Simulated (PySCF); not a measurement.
**InCNClF (SMILES N#[C][In]([F])[Cl]) at PBE0/def2-SVP (core potential)**

Aim: the energy change on altering one bond length of InCNClF at PBE0/def2-SVP (core potential), from 2 runs. The job is set up through a Python script.

Program for the calculation: PySCF 2.14.0.

1 further run of the same task is left out (set aside as unsound or not needed).

**1. Starting point**

The species is InCNClF (5 atoms), meant as a singlet with charge 0. As SMILES, `N#[C][In]([F])[Cl]`. The coordinates come from a PBE0-D4/def2-TZVP relaxation.

Bond lengths: N1–C2 1.152 Å, C2–In3 2.082 Å, In3–F4 1.924 Å, In3–Cl5 2.280 Å. Angles: N1–C2–In3 178.9°, C2–In3–F4 118.2°, C2–In3–Cl5 125.8°, F4–In3–Cl5 115.9°.

**2. The energy at PBE0/def2-SVP (core potential)**

The input, run.py:

```python
# N#[C][In]([F])[Cl]
from pyscf import gto, dft

mol = gto.Mole()
mol.atom = [
    ('N', (-1.392600, 1.451400, 1.648800)),
    ('C', (-0.781900, 0.784400, 0.934900)),
    ('In', (0.330400, -0.389600, -0.376400)),
    ('F', (0.434400, -2.280900, -0.039700)),
    ('Cl', (1.459700, 0.361000, -2.209100)),
]
mol.charge = 0
mol.verbose = 4
mol.ecp = {'In': 'def2-svp'}
mol.max_memory = 1860
mol.basis = 'def2-svp'
mol.build()

myscf = dft.RKS(mol, xc='pbe0')
myscf.grids.level = 5
myscf.conv_tol = 1e-10
myscf.kernel()
if not myscf.converged:
    myscf = myscf.newton().run(myscf.mo_coeff, myscf.mo_occ)

e_tot = myscf.e_tot
print('E(%s) = %.9f' % ('PBE0', e_tot))
```

Launch:

```console
$ OMP_NUM_THREADS=1 python run.py
```

The log of the run:

```text
PySCF version 2.14.0

[INPUT] num. atoms = 5
[INPUT] num. electrons = 60
[INPUT] charge = 0
[INPUT] spin (= nelec alpha-beta = 2S) = 0
[INPUT] symmetry False subgroup None
[INPUT] Mole.unit = angstrom
[INPUT] Symbol           X                Y                Z      unit          X                Y                Z       unit  Magmom
[INPUT]  1 N     -1.392600000000   1.451400000000   1.648800000000 AA   -2.631632601069   2.742748497194   3.115780434183 Bohr   0.0
[INPUT]  2 C     -0.781900000000   0.784400000000   0.934900000000 AA   -1.477576856797   1.482301172109   1.766704953856 Bohr   0.0
[INPUT]  3 In     0.330400000000  -0.389600000000  -0.376400000000 AA    0.624365511556  -0.736237298131  -0.711292913286 Bohr   0.0
[INPUT]  4 F      0.434400000000  -2.280900000000  -0.039700000000 AA    0.820897028511  -4.310276317520  -0.075022127145 Bohr   0.0
[INPUT]  5 Cl     1.459700000000   0.361000000000  -2.209100000000 AA    2.758433224028   0.682191130968  -4.174593981777 Bohr   0.0

nuclear repulsion = 275.341192927487
number of shells = 36
number of NR pGTOs = 169
number of NR cGTOs = 86
basis = def2-svp
ecp = {'In': 'def2-svp'}

******** <class 'pyscf.dft.rks.RKS'> ********
method = RKS
initial guess = minao
damping factor = 0
level_shift factor = 0
DIIS = <class 'pyscf.scf.diis.CDIIS'>
diis_start_cycle = 1
diis_space = 8
diis_damp = 0
SCF conv_tol = 1e-10
SCF conv_tol_grad = None
SCF max_cycles = 50
direct_scf = True
direct_scf_tol = 1e-13
XC library pyscf.dft.libxc version 7.0.0
    S. Lehtola, C. Steigemann, M. J.T. Oliveira, and M. A.L. Marques.,  SoftwareX 7, 1–5 (2018)
XC functionals = pbe0
radial grids:
    Treutler-Ahlrichs [JCP 102, 346 (1995); DOI:10.1063/1.469408] (M4) radial grids

becke partition: Becke, JCP 88, 2547 (1988); DOI:10.1063/1.454033
pruning grids: <function nwchem_prune>
grids dens level: 5
symmetrized grids: False
atomic radii adjust function: <function treutler_atomic_radii_adjust>
small_rho_cutoff = 0
Set gradient conv threshold to 1e-05
Initial guess from minao.
tot grids = 219344
init E= -821.446104801401
  HOMO = -0.64707679245186  LUMO = -0.58469187498845  gap/eV = 1.69758
cycle= 1 E= -841.254441028976  delta_E= -19.8  |g|= 2.19  |ddm|= 12.9
  HOMO = -0.0420683839546172  LUMO = -0.0396449030323608  gap/eV = 0.06595
cycle= 2 E= -832.383081632057  delta_E= 8.87  |g|= 5.16  |ddm|= 7.65
  HOMO = -0.236969109952652  LUMO = -0.051317678637071  gap/eV = 5.05183
cycle= 3 E= -841.795391509461  delta_E= -9.41  |g|= 1.65  |ddm|= 4.44
  HOMO = -0.327301827584576  LUMO = -0.0981251310381407  gap/eV = 6.23622
cycle= 4 E= -842.341713447046  delta_E= -0.546  |g|= 0.627  |ddm|= 1.67
  HOMO = -0.347596918532771  LUMO = -0.103774359049166  gap/eV = 6.63475
cycle= 5 E= -842.364317368332  delta_E= -0.0226  |g|= 0.547  |ddm|= 0.725
  HOMO = -0.359647653500037  LUMO = -0.0962330993957114  gap/eV = 7.16788
cycle= 6 E= -842.426726353498  delta_E= -0.0624  |g|= 0.0646  |ddm|= 0.369
  HOMO = -0.355107125311494  LUMO = -0.092419854819171  gap/eV = 7.14808
cycle= 7 E= -842.427805835151  delta_E= -0.00108  |g|= 0.0287  |ddm|= 0.0769
  HOMO = -0.357969267042212  LUMO = -0.0938089244679777  gap/eV = 7.18817
cycle= 8 E= -842.427977739478  delta_E= -0.000172  |g|= 0.00595  |ddm|= 0.0333
  HOMO = -0.358235156565327  LUMO = -0.0935604795256549  gap/eV = 7.20216
cycle= 9 E= -842.42798352178  delta_E= -5.78e-06  |g|= 0.00187  |ddm|= 0.00635
  HOMO = -0.357850255399633  LUMO = -0.093503781232038  gap/eV = 7.19323
cycle= 10 E= -842.427984570448  delta_E= -1.05e-06  |g|= 0.000372  |ddm|= 0.00266
  HOMO = -0.357858465909094  LUMO = -0.0934769310834397  gap/eV = 7.19419
cycle= 11 E= -842.42798460119  delta_E= -3.07e-08  |g|= 6.09e-05  |ddm|= 0.000408
  HOMO = -0.357854151926544  LUMO = -0.093477954041281  gap/eV = 7.19404
cycle= 12 E= -842.427984602096  delta_E= -9.06e-10  |g|= 9.27e-06  |ddm|= 8.73e-05
  HOMO = -0.357855303188308  LUMO = -0.0934783132352228  gap/eV = 7.19406
cycle= 13 E= -842.427984602117  delta_E= -2.09e-11  |g|= 2.02e-06  |ddm|= 1.33e-05
  HOMO = -0.357855427704728  LUMO = -0.0934784389886704  gap/eV = 7.19406
Extra cycle  E= -842.427984602121  delta_E= -3.41e-12  |g|= 2.88e-06  |ddm|= 4.4e-06
converged SCF energy = -842.427984602121
E(PBE0) = -842.427984602
```

Wall time 21 s (1 thread of Intel Xeon at 2.70GHz, shared host); peak memory 0.44 GiB.

**3. The distorted shape at the same level**

The input, job.py:

```python
from pyscf import gto, dft

mol = gto.Mole()
mol.atom = '''
N     -2.977829     3.120860     3.520479
C     -1.477577     1.482301     1.766705
In     0.624366    -0.736237    -0.711293
F      0.820897    -4.310276    -0.075022
Cl     2.758433     0.682191    -4.174594
'''
mol.unit = 'bohr'
mol.verbose = 3
mol.ecp = {'In': 'def2-svp'}
mol.charge = 0
mol.max_memory = 1860
mol.basis = 'def2-svp'
mol.build()

mf = dft.RKS(mol)
mf.xc = 'pbe0'
mf.conv_tol = 1e-10
mf.grids.level = 5
mf.kernel()
if not mf.converged:
    mf = mf.newton().run(mf.mo_coeff, mf.mo_occ)

e_final = mf.e_tot
print('Final energy', e_final)
```

Launch:

```console
$ OMP_NUM_THREADS=1 python job.py
```

The log of the run:

```text
converged SCF energy = -842.291755595052
Final energy -842.2917555950523
```

It took 17 s on 1 thread of Intel Xeon at 2.70GHz, shared host; peak memory 0.45 GiB.

**4. Results**

Level: PBE0/def2-SVP (core potential).

| quantity | value |
| --- | --- |
| first shape: total energy | -842.42798 Eh |
| first shape: dipole moment | 1.42 D |
| first shape: HOMO energy | -9.74 eV |
| first shape: LUMO energy | -2.54 eV |
| first shape: HOMO–LUMO gap | 7.19 eV |
| distorted shape: total energy | -842.29176 Eh |
| distorted shape: dipole moment | 1.40 D |
| distorted shape: HOMO energy | -8.99 eV |
| distorted shape: LUMO energy | -3.39 eV |
| distorted shape: HOMO–LUMO gap | 5.60 eV |
| energy change with the N1–C2 bond stretched from 1.152 to 1.498 Å | 3.707 eV |

In words: With the N1–C2 bond stretched from 1.152 to 1.498 Å the energy rises by 3.71 eV (358 kJ/mol). The first shape isn't relaxed at this level, so the change isn't measured from a minimum. Mulliken charges (first shape) run from -0.42 on F4 to +0.82 on In3; they depend strongly on the basis.
